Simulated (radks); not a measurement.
**Ionisation of He: one atom, several choices of functional**

The task here is to estimate one member of a computed series from the others.

Program: radks (a radial shooting solver on a logarithmic mesh, Libxc functionals) version 1. Level of theory: non-relativistic Kohn-Sham, spin-polarised, spherical densities, point nucleus; open shells are filled with parallel spins first. These are calculated values, not measurements, unless marked.

2 further runs of the same task are left out: 2 that didn't finish.

### The system

```
element       : helium (Z = 2)
charge        : 0
electrons     : 2
configuration : [He]
ion           : He⁺, 1s1
choices       : RPBE; BLYP; OLYP; PBEsol; r2SCAN; PBE
```

The outer shells:

He
```
1s [↑↓]
```

He⁺
```
1s [↑ ]
```

The first run:

Settings of this run:

```text
Z 2
configuration [He]
relativity non-relativistic
functional rpbe,pbe
spin polarised
nucleus point
```

Steps of the session up to this table: RPBE: He; RPBE: He⁺; BLYP: He; BLYP: He⁺; OLYP: He; OLYP: He⁺; PBEsol: He; PBEsol: He⁺; r2SCAN: He; r2SCAN: He⁺; PBE: He; PBE: He⁺.

One table of the session follows, with a row left open; its other results are not shown here.

```
functional  E(He) (hartree)  Δ-SCF (eV)  −ε(HOMO) (eV)  <r> HOMO (bohr)
      RPBE         -2.91074      24.665         15.825           0.9437
      BLYP         -2.90707      24.815         15.915           0.9456
      OLYP         -2.90762      24.787         15.815           0.9446
    PBEsol                ?           ?              ?                ?
    r2SCAN         -2.90496      24.621         16.537           0.9359
       PBE         -2.89293      24.467         15.763           0.9459
```

**Question.** Estimate the row for PBEsol.

The run gave: E(He) (hartree): -2.85772; Δ-SCF (eV): 24.168; −ε(HOMO) (eV): 15.499; <r> HOMO (bohr): 0.9513. In the column «E(He) (hartree)» it is the highest.
